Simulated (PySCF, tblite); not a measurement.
# H₆NO₄PSi₂, a small gas-phase stand-in for a defect centre: NMR shifts, core binding energies and electronic excitations, part 2 of 2

tblite 0.8.0 and PySCF 2.14.0. Atoms count from 0, parts from 1. The steps go on from the part before.

### 5 Core holes by ΔSCF: SCAN, X2C

What the job is given:

```
{"job": {"kind": "xps", "holes": 5}, "charge": 0, "multiplicity": 1}
Si     0.645605    -1.677631     1.107183
N     -1.073742    -1.607770     1.238767
Si    -2.138255    -0.402104     0.508360
O      0.710841    -0.261223     0.126058
P      1.847359     0.524454    -0.680208
O      3.209238    -0.028683    -0.693191
O      1.700631     1.987139    -0.015566
O      1.198889     0.655579    -2.141642
H     -1.520462    -2.333909     1.794483
H     -3.538399    -0.819897     0.817349
H     -1.970477    -0.351951    -0.975061
H     -1.903731     0.961736     1.062919
H      2.558407     2.431252    -0.019587
H      0.267346     0.909339    -2.114578
```

With the program's defaults for keys left out, this is: delta-SCF UKS SCAN, pcX-2 on the ionised atom, pcseg-1 elsewhere, spin-free X2C.

Standard output:

```text
ground state, core basis on atom 0 (Si), 196 functions
  cycle   1  E = -1281.39171538  |g| = 1.30e+00
  cycle   2  E = -1280.55129095  |g| = 2.38e+00
  cycle   3  E = -1281.68172748  |g| = 3.88e-01
  cycle   4  E = -1281.71061510  |g| = 1.20e-01
  cycle   5  E = -1281.71287725  |g| = 5.11e-02
  cycle   6  E = -1281.71337763  |g| = 1.68e-02
  cycle   7  E = -1281.71342832  |g| = 4.07e-03
  cycle   8  E = -1281.71343581  |g| = 8.29e-04
  cycle   9  E = -1281.71343573  |g| = 3.98e-04
  E(ground) = -1281.78029141 Eh
hole in Si 2p of atom 0
  cycle   1  E = -1277.41150442  |g| = 1.23e+00
  cycle   2  E = -1272.24988705  |g| = 2.43e+00
  cycle   3  E = -1276.90740110  |g| = 1.35e+00
  cycle   4  E = -1277.63132480  |g| = 3.96e-01
  cycle   5  E = -1277.61901543  |g| = 4.93e-01
  cycle   6  E = -1277.72800020  |g| = 9.83e-02
  cycle   7  E = -1277.72815018  |g| = 9.53e-02
  cycle   8  E = -1277.73219735  |g| = 2.62e-02
  cycle   9  E = -1277.73247861  |g| = 9.93e-03
  cycle  10  E = -1277.73251493  |g| = 1.79e-03
  cycle  11  E = -1277.73251566  |g| = 7.13e-04
  cycle  12  E = -1277.73251633  |g| = 1.90e-04
  E(ion) = -1277.81027383 Eh   <S^2> = 0.7521   hole on atom = 1.003   binding energy = 108.030 eV
  2p3/2 = 107.903 eV   2p1/2 = 108.539 eV
ground state, core basis on atom 1 (N), 185 functions
  cycle   1  E = -1281.62479862  |g| = 7.53e-02
  cycle   2  E = -1281.62462100  |g| = 3.65e-02
  cycle   3  E = -1281.62433652  |g| = 5.14e-02
  cycle   4  E = -1281.62495991  |g| = 5.60e-03
  cycle   5  E = -1281.62496444  |g| = 1.87e-03
  cycle   6  E = -1281.62496658  |g| = 5.29e-04
  cycle   7  E = -1281.62496756  |g| = 1.61e-04
  E(ground) = -1281.73197102 Eh
hole in N 1s of atom 1
  cycle   1  E = -1266.02662214  |g| = 1.87e+00
  cycle   2  E = -1262.49289645  |g| = 2.77e+00
  cycle   3  E = -1266.23447038  |g| = 1.03e+00
  cycle   4  E = -1266.64662205  |g| = 5.23e-01
  cycle   5  E = -1266.70945988  |g| = 3.25e-01
  cycle   6  E = -1266.74993117  |g| = 1.12e-01
  cycle   7  E = -1266.75456746  |g| = 3.60e-02
  cycle   8  E = -1266.75500561  |g| = 1.13e-02
  cycle   9  E = -1266.75505070  |g| = 4.40e-03
  cycle  10  E = -1266.75505813  |g| = 1.20e-03
  cycle  11  E = -1266.75505863  |g| = 3.44e-04
  E(ion) = -1266.86048612 Eh   <S^2> = 0.7671   hole on atom = 1.000   binding energy = 404.674 eV
ground state, core basis on atom 2 (Si), 196 functions
  cycle   1  E = -1281.70601975  |g| = 2.89e-01
  cycle   2  E = -1281.70609075  |g| = 4.40e-02
  cycle   3  E = -1281.70601810  |g| = 3.84e-02
  cycle   4  E = -1281.70620811  |g| = 1.58e-02
  cycle   5  E = -1281.70626784  |g| = 1.88e-03
  cycle   6  E = -1281.70627054  |g| = 5.10e-04
  cycle   7  E = -1281.70627171  |g| = 1.17e-04
  E(ground) = -1281.77350066 Eh
hole in Si 2p of atom 2
  cycle   1  E = -1277.41606952  |g| = 1.23e+00
  cycle   2  E = -1274.86837751  |g| = 2.01e+00
  cycle   3  E = -1277.19096549  |g| = 1.08e+00
  cycle   4  E = -1277.70489099  |g| = 2.30e-01
  cycle   5  E = -1277.71789601  |g| = 2.27e-01
  cycle   6  E = -1277.73919609  |g| = 4.55e-02
  cycle   7  E = -1277.73971147  |g| = 2.91e-02
  cycle   8  E = -1277.74003256  |g| = 6.38e-03
  cycle   9  E = -1277.74004645  |g| = 3.05e-03
  cycle  10  E = -1277.74004977  |g| = 7.68e-04
  cycle  11  E = -1277.74004679  |g| = 4.05e-04
  E(ion) = -1277.81842988 Eh   <S^2> = 0.7521   hole on atom = 1.003   binding energy = 107.623 eV
  2p3/2 = 107.390 eV   2p1/2 = 108.014 eV
ground state, core basis on atom 3 (O), 185 functions
  cycle   1  E = -1281.64384282  |g| = 1.13e-01
  cycle   2  E = -1281.64032351  |g| = 1.56e-01
  cycle   3  E = -1281.64421261  |g| = 5.64e-02
  cycle   4  E = -1281.64473184  |g| = 1.71e-02
  cycle   5  E = -1281.64478915  |g| = 3.67e-03
  cycle   6  E = -1281.64479494  |g| = 7.56e-04
  cycle   7  E = -1281.64479406  |g| = 2.78e-04
  E(ground) = -1281.74969329 Eh
hole in O 1s of atom 3
  cycle   1  E = -1261.00480428  |g| = 2.24e+00
  cycle   2  E = -1260.03980418  |g| = 2.48e+00
  cycle   3  E = -1261.59524777  |g| = 7.92e-01
  cycle   4  E = -1261.65768256  |g| = 6.89e-01
  cycle   5  E = -1261.83897103  |g| = 1.67e-01
  cycle   6  E = -1261.84788257  |g| = 7.83e-02
  cycle   7  E = -1261.85002220  |g| = 1.72e-02
  cycle   8  E = -1261.85011710  |g| = 1.10e-02
  cycle   9  E = -1261.85017081  |g| = 2.05e-03
  cycle  10  E = -1261.85017327  |g| = 1.07e-03
  cycle  11  E = -1261.85017544  |g| = 5.32e-04
  cycle  12  E = -1261.85017566  |g| = 1.74e-04
  E(ion) = -1261.95536416 Eh   <S^2> = 0.7635   hole on atom = 1.000   binding energy = 538.631 eV
ground state, core basis on atom 4 (P), 196 functions
  cycle   1  E = -1281.76961144  |g| = 3.63e-01
  cycle   2  E = -1281.76342540  |g| = 2.22e-01
  cycle   3  E = -1281.76146509  |g| = 2.37e-01
  cycle   4  E = -1281.77191621  |g| = 4.25e-02
  cycle   5  E = -1281.77225504  |g| = 1.08e-02
  cycle   6  E = -1281.77227820  |g| = 2.63e-03
  cycle   7  E = -1281.77227963  |g| = 1.03e-03
  cycle   8  E = -1281.77228228  |g| = 3.12e-04
  E(ground) = -1281.84842005 Eh
hole in P 2p of atom 4
  cycle   1  E = -1276.23381640  |g| = 1.41e+00
  cycle   2  E = -1275.35852263  |g| = 1.90e+00
  cycle   3  E = -1276.41647162  |g| = 6.62e-01
  cycle   4  E = -1276.56007538  |g| = 3.20e-01
  cycle   5  E = -1276.59303332  |g| = 1.44e-01
  cycle   6  E = -1276.60038277  |g| = 5.22e-02
  cycle   7  E = -1276.60138820  |g| = 1.77e-02
  cycle   8  E = -1276.60146095  |g| = 1.25e-02
  cycle   9  E = -1276.60152414  |g| = 1.33e-03
  cycle  10  E = -1276.60152648  |g| = 6.01e-04
  cycle  11  E = -1276.60152429  |g| = 3.45e-04
  E(ion) = -1276.69001650 Eh   <S^2> = 0.7529   hole on atom = 1.002   binding energy = 140.367 eV
  2p3/2 = 140.127 eV   2p1/2 = 141.020 eV
```

It took 59 s on 1 thread of Arm Neoverse V1, shared host; peak memory 0.77 GiB.

Binding energies by hole, beside the orbital energy of the ground state; the difference holds orbital relaxation and, for a density functional, its self-interaction error:

```csv
hole,stands for,environment,ΔSCF (eV; 2p as the shell's mean),−ε (eV),⟨S²⟩
Si2p on Si0,Si0,"silicon bonded to N, O",108.11,97.2,0.752
N1s on N1,N1,"nitrogen bonded to 2 Si, H",404.67,386.3,0.767
Si2p on Si2,Si2,"silicon bonded to N, 3 H",107.60,96.8,0.752
O1s on O3,O3,"oxygen bonded to P, Si",538.63,517.6,0.763
P2p on P4,P4,phosphorus bonded to 4 O,140.43,128.9,0.753
```

With the spin-orbit splitting: Si0 2p3/2 107.90, 2p1/2 108.54 eV; Si2 2p3/2 107.39, 2p1/2 108.01 eV; P4 2p3/2 140.13, 2p1/2 141.02 eV. The table gives each 2p level as the mean over the whole 2p shell (two parts 2p3/2, one part 2p1/2), which differs a little from the single hole in the log.

### 6 Ultraviolet spectrum: CAM-B3LYP/def2-SVPD

Settings changed since step 5:

```diff
@@ -1,2 +1,2 @@
-{"job": {"kind": "xps", "holes": 5}, "charge": 0, "multiplicity": 1}
+{"job": {"kind": "uv", "xc": "CAM-B3LYP", "basis": "def2-SVPD", "nstates": 6, "ntriplets": 2, "ip": true}, "charge": 0, "multiplicity": 1}
 Si     0.645605    -1.677631     1.107183
```

With the program's defaults for keys left out, this is: TDDFT CAM-B3LYP/def2-SVPD, vertical, gas phase, core orbitals frozen in the response.

Standard output:

```text
coarse grid: 14000 points
cycle   1  E = -1278.6455589907  dE =  1.302e+00  |g| = 1.278e+00  |ddm| = 5.449e+00
cycle   2  E = -1278.4509813026  dE =  1.946e-01  |g| = 1.660e+00  |ddm| = 4.483e+00
cycle   3  E = -1278.9547653370  dE = -5.038e-01  |g| = 1.762e-01  |ddm| = 2.283e+00
cycle   4  E = -1278.9596135544  dE = -4.848e-03  |g| = 7.378e-02  |ddm| = 2.358e-01
cycle   5  E = -1278.9606003676  dE = -9.868e-04  |g| = 1.108e-02  |ddm| = 7.942e-02
cycle   6  E = -1278.9606191426  dE = -1.878e-05  |g| = 7.118e-03  |ddm| = 2.438e-02
cycle   7  E = -1278.9606286762  dE = -9.534e-06  |g| = 7.337e-04  |ddm| = 8.224e-03
final grid: 123840 points
cycle   8  E = -1279.1446780624  dE = -1.809e-05  |g| = 2.810e-03  |ddm| = 5.154e-02
cycle   9  E = -1279.1446768255  dE =  1.237e-06  |g| = 3.865e-03  |ddm| = 9.222e-03
cycle  10  E = -1279.1446797487  dE = -2.923e-06  |g| = 1.930e-04  |ddm| = 3.414e-03
cycle  11  E = -1279.1446797561  dE = -7.439e-09  |g| = 1.490e-04  |ddm| = 7.807e-04
cycle  12  E = -1279.1446797603  dE = -4.164e-09  |g| = 4.475e-05  |ddm| = 2.333e-04
cycle  13  E = -1279.1446797607  dE = -4.334e-10  |g| = 1.019e-05  |ddm| = 9.402e-05
converged SCF energy = -1279.1446797607

Static polarisability (au): isotropic 97.716, principal 82.628 97.600 112.919

Singlet excitations
state   eV       nm        f      main configurations
  1   4.9163    252.2   0.07753   H->L 0.98
  2   6.1444    201.8   0.07115   H-1->L 0.87
  3   6.6168    187.4   0.24878   H->L+1 0.58, H->L+2 0.19, H->L+4 0.14
  4   6.9491    178.4   0.06761   H->L+2 0.70, H->L+1 0.20
  5   6.9955    177.2   0.00161   H-2->L 0.58, H-3->L 0.38
  6   7.1972    172.3   0.01686   H-1->L+2 0.90

Triplet excitations (Tamm-Dancoff, eV): 3.0271 5.1031
Vertical ionisation energy (delta-SCF) = 9.6292 eV
Vertical electron affinity (delta-SCF) = -0.0151 eV
```

It took 4.2 min on 1 thread of Arm Neoverse V1, shared host; peak memory 1.3 GiB.

Frontier orbitals and where they lie:

```
orbital      eV                        atoms
 HOMO−3  -10.44     O5 72 %, P4 10 %, O3 7 %
 HOMO−2  -10.33     O5 68 %, O6 11 %, P4 8 %
 HOMO−1   -9.90   N1 51 %, Si2 15 %, H11 8 %
   HOMO   -8.79   Si0 64 %, O3 16 %, N1 13 %
   LUMO   -0.63   Si0 64 %, O3 16 %, N1 15 %
 LUMO+1    0.40    O7 14 %, O6 12 %, P4 12 %
 LUMO+2    0.72  Si0 28 %, Si2 23 %, H8 16 %
```

With each of the 6 states as a Gaussian band of 0.4 eV half-width at 1/e, the curve within the window shown has maxima at 252 nm (ε 3,100), 186 nm (ε 12,000) L/(mol cm). Beyond the last state computed it falls off for lack of states. The curve at chosen wavelengths:

```
 nm  ε (L/mol/cm)
165           901
170          2753
175          5988
180          9828
184         11927
189         11881
194          9486
199          6625
204          4314
209          2614
213          1632
218           863
223           580
228           726
233          1214
238          1901
242          2454
247          2965
252          3139
257          2953
262          2500
267          1929
271          1476
276           987
281           618
286           365
```

Further results of this job:

| property | computed |
| --- | --- |
| dipole moment (D) | 4.13 |
| polarisability (Å³) | 14.48 |
| HOMO–LUMO gap (eV) | 8.16 |
| −ε(HOMO) (eV) | 8.79 |

### 7 Summary of results

This closing draws on all 2 parts.

```
                                                    quantity                                             value
                                                 point group                                                C1
                        rotational constants (main isotopes)                              2.12, 0.75, 0.64 GHz
                       ¹H shifts against TMS (PBE0/pcSseg-1)            4.89, 4.74, 4.42, 4.02, 3.24, 3.23 ppm
                     ²⁹Si shifts against TMS (PBE0/pcSseg-1)                                  134.0, -64.1 ppm
                      ¹⁵N shifts against NH3 (PBE0/pcSseg-1)                                         130.3 ppm
                      ¹⁷O shifts against H2O (PBE0/pcSseg-1)                    241.6, 151.2, 117.2, 114.1 ppm
                    ³¹P shifts against H3PO4 (PBE0/pcSseg-1)                                         -14.3 ppm
                           Si2p binding energies, SCAN/pcX-2                         Si0 108.11, Si2 107.60 eV
                            N1s binding energies, SCAN/pcX-2                                      N1 404.67 eV
O1s binding energies, SCAN/pcX-2 (standing for 1 of 4 atoms)                                      O3 538.63 eV
                            P2p binding energies, SCAN/pcX-2                                      P4 140.43 eV
                        lowest singlet (CAM-B3LYP/def2-SVPD)                       4.92 eV (252 nm), f = 0.078
                    brightest single state of those computed                       state 3, 6.62 eV, f = 0.249
                                              lowest triplet                                           3.03 eV
                           vertical ionisation energy (ΔSCF)                                           9.63 eV
                           vertical electron affinity (ΔSCF)  -0.02 eV (unbound: the value hangs on the basis)
```

What this shows: The start of the PBE0/def2-SVP relaxation was shaken at random by about 0.01 Å, so part of the energy gained, and of the first lengths quoted, undoes that. Over 20 steps the energy fell by 0.366 eV; of the close pairs, O3–P4 changed most, 1.541 to 1.600 Å (PBE0/def2-SVP). Hydrogens of an XH3 group are listed apart at this fixed geometry; free rotation makes them one line at their mean. At PBE0/pcSseg-1: The largest span, 584 ppm, is at Si0, where the paramagnetic term is -661 ppm. At SCAN/pcX-2: The Si2p levels kept as sound span 0.52 eV, from Si2 (silicon bonded to N, 3 H) up to Si0 (silicon bonded to N, O). The lowest singlet, at 4.92 eV, is HOMO→LUMO 0.98 and is bright; of the 6 states computed, the strongest absorption comes from state 3 at 6.62 eV. The lowest triplet lies 1.89 eV below the lowest singlet (triplets in Tamm-Dancoff, singlets in full TDDFT). ΔSCF puts the ionisation energy at 9.63 eV, 0.84 eV above −ε(HOMO). A capped cluster stands for the solid here, so long-range fields and strain are missing, and bands or shifts of the capping hydrogens have no counterpart in it.
